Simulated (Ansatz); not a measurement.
The input (input.yaml):

```yaml
accuracy: low
crystal:
  lattice:
    - [0.0, 0.0, 5.397738]
    - [6.578388, -2.70657, 2.698869]
    - [6.578388, 2.70657, 2.698869]
  atoms:
    - { symbol: Li, position: [0.05259936, -0.07758348, 0.06148763] }
    - { symbol: Li, position: [0.70721628, 0.27429431, 0.22694964] }
    - { symbol: B, position: [0.15033207, 0.87108022, 0.35559592] }
    - { symbol: B, position: [0.82635784, 0.65511093, 0.13452397] }
    - { symbol: H, position: [0.34733628, 0.82486018, 0.43732788] }
    - { symbol: H, position: [-0.01030454, 0.78225622, -0.07498317] }
    - { symbol: H, position: [0.52949362, 0.26835696, 0.87039849] }
    - { symbol: H, position: [0.19102752, 0.26076251, 0.65743548] }
    - { symbol: H, position: [0.43817881, 0.40959395, 0.03461392] }
    - { symbol: H, position: [0.32275031, 0.10123755, 0.50635002] }
    - { symbol: H, position: [0.17514922, 0.09797035, 0.1208351] }
    - { symbol: H, position: [0.94224949, 0.443638, 0.33843222] }
    - { symbol: Li, position: [0.54580392, 0.45918968, 0.50785746] }
    - { symbol: Li, position: [0.30538945, 0.74447976, 0.73568648] }
    - { symbol: B, position: [0.61967472, 0.38859502, 0.88723142] }
    - { symbol: B, position: [0.36470142, 0.09662293, 0.66265448] }
    - { symbol: H, position: [0.83216248, 0.26939718, 0.96770088] }
    - { symbol: H, position: [0.59336381, 0.18281122, 0.55373114] }
    - { symbol: H, position: [0.20979939, 0.67323114, 0.3924342] }
    - { symbol: H, position: [0.70652807, 0.77457539, 0.20669045] }
    - { symbol: H, position: [0.9561238, 0.87573338, 0.49021713] }
    - { symbol: H, position: [0.64399611, 0.62367105, 1.09830216] }
    - { symbol: H, position: [0.66549283, 0.60958636, 0.66175242] }
    - { symbol: H, position: [0.39864695, 0.88041927, 0.89125637] }
basis:
  ecutwfc: 500.0
kpoints:
  mp_grid: { grid: [2, 2, 2] }
hamiltonian:
  xc: r2scan
  dispersion: d3bj
scf:
  occupations: { method: fermi_dirac, width: 0.05 }
  lower_state_search: "off"
md:
  timestep: 0.5
  n_steps: 120
  ensemble: nvt_nose_hoover
  temperature: 800.0
  initial_velocities: maxwell_boltzmann
  seed: 684580
  nose_hoover: { tau: 50.0, chain_length: 1 }
```

Launched with:

```bash
$ ansatz run input.yaml --threads 1 --pin off --max-ram 3072MiB --backend cpu --events-out ev --progress --plain --runs-dir out
```

Hardware: 1 thread of Arm Neoverse V1, on a shared host.

**Question.** Roughly how long does this run take, and how much memory?

**Answer.** 20 min, with a peak of 0.82 GiB, for 121 ionic steps.
